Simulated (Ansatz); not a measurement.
# Re: the cost of one run

Computed with Ansatz 0.2.0 (DFT PBEsol, frozen-core PAW and all-electron LAPW, scalar-relativistic unless said, unless a step's input says otherwise).

**1. Starting point**

Symmetry: Fm-3m, No. 225, cubic system. The conventional cell has a = 3.950 Å, b = 3.950 Å, c = 3.950 Å, α = 90.00°, β = 90.00°, γ = 90.00°. Re (site symmetry m-3m) has 12 Re at 2.79 Å as nearest neighbours.

As a file:

```xyz
1
Lattice="0.0000 1.9750 1.9750 1.9750 0.0000 1.9750 1.9750 1.9750 0.0000" Properties=species:S:1:pos:R:3 pbc="T T T"
Re    0.0000    0.0000    0.0000
```

Cartesian axes are those of the input's lattice vectors. The structure goes back to a database entry.

**2. Cell and atoms relaxed, PAW**

File input.yaml:

```yaml
crystal:
  lattice:
    - [0.0, 1.975, 1.975]
    - [1.975, 0.0, 1.975]
    - [1.975, 1.975, 0.0]
  atoms:
    - { symbol: Re, position: [0.0, 0.0, 0.0] }
kpoints:
  mp_grid: { grid: [18, 18, 18] }
scf:
  occupations: { method: fermi_dirac, width: 0.1 }
hamiltonian:
  xc: pbesol
  pseudopotentials: { kind: paw }
relax:
  f_tol: 0.002
  max_steps: 80
  cell: {}
output:
  forces: true
  stress: true
  write_density: true
  write_potential: true
  elf: true
  volumetric_format: npy
```

Run with:

```bash
$ ansatz run input.yaml --threads 2 --pin off --max-ram 6144MiB --backend cpu --events-out ev --progress --plain --runs-dir out
```

Q: Estimate wall time and peak memory on 2 threads of Intel Xeon 6975P-C (Granite Rapids), shared host.

About 3.7 s, with a peak of 0.39 GiB.
